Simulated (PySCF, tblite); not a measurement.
# C₆H₇O₃ radical: geometry, infrared bands and EPR parameters

Wanted: the infrared bands and EPR parameters of C₆H₇O₃ radical (`O=C1C=C(CO)O[CH]C1`), by calculation.

The runs use tblite 0.8.0 and PySCF 2.14.0, with density-fitted response routines of our own; the level of theory stands in each step. All values are computed, except where a source is named. Atoms are numbered from 0 throughout.

## Step 1: The molecule as given

16 atoms, charge 0, multiplicity 2; geometry from: force field or distance geometry start.

Bonds of the start (Å): O0–C1 1.26, C1–C2 1.49, C2–C3 1.31, C3–C4 1.47, C4–O5 1.39, C3–O6 1.39, O6–C7 1.40, C7–C8 1.51, C8–C1 1.49, C2–H9 1.08, C4–H10 1.12, C4–H11 1.11, O5–H12 1.00, C7–H13 1.11, C8–H14 1.14, C8–H15 1.12.

## Step 2: Geometry optimisation with GFN2-xTB

Job settings and geometry (Å):

```
{"job": {"kind": "relax", "xc": "GFN2-xTB", "basis": "xTB"}, "charge": 0, "multiplicity": 2}
O     -1.912000    -0.717800    -1.969900
C     -1.346000    -0.160600    -0.994200
C      0.140800    -0.118200    -0.919500
C      0.673900    -0.147100     0.278000
C      2.134300    -0.110400     0.439900
O      2.813300    -0.025500    -0.764300
O     -0.116400    -0.236500     1.419400
C     -1.517700    -0.138600     1.414800
C     -2.087900     0.445800     0.144700
H      0.711500    -0.049400    -1.830100
H      2.483700    -1.056500     0.927000
H      2.482400     0.731000     1.069500
H      2.650500     0.897200    -1.105400
H     -2.021300    -1.113500     1.571300
H     -1.908200     1.569700     0.200800
H     -3.188700     0.239300     0.106600
```

Command:

```
$ OMP_NUM_THREADS=1 python probes_run.py task.json out
```

One launch serves the whole session: the jobs run in the order shown.

**Question.** This job is followed by: GFN2-xTB harmonic vibrations, gas phase; UKS B3LYP, pcH-1 on C H O, non-relativistic, mean-field spin-orbit, GIAO. Predict these results of the whole session: strongest single infrared mode (GFN2-xTB); zero-point energy (GFN2-xTB); g(iso) (B3LYP); ⟨S²⟩; largest a(iso) (averaged by class); potential on the surface of density 0.002 e/bohr³, 1st and 99th percentile.

**Answer**, as computed:

| quantity | value |
| --- | --- |
| strongest single infrared mode (GFN2-xTB) | 1712 cm⁻¹, 533 km/mol |
| zero-point energy (GFN2-xTB) | 73.6 kcal/mol |
| g(iso) (B3LYP) | 2.00335 |
| ⟨S²⟩ | 0.758 (exact 0.75) |
| largest a(iso) (averaged by class) | 1H on H14, H15, 106.1 MHz |
| potential on the surface of density 0.002 e/bohr³, 1st and 99th percentile | -1.86 V and 2.24 V |

In words: Relaxing lowered the energy by 0.985 eV in 91 steps; the close pair that moved most is O6–C7, from 1.405 to 1.332 Å. No mode is imaginary among the 42: a minimum at this level. The strongest single mode, at 1712 cm⁻¹, moves mainly C1 and O0. Unscaled tight-binding wavenumbers are off by several per cent, some by more. Its intensities can rank the bands wrongly. Most of the unpaired spin sits on C7 (0.85 e). The isotropic g lies 1.0 ppt above the free-electron value. These values are for one conformer; the search (at its own cheap level) found 2 more, at 0.12, 0.65 kcal/mol, and measured spectra average over such forms.
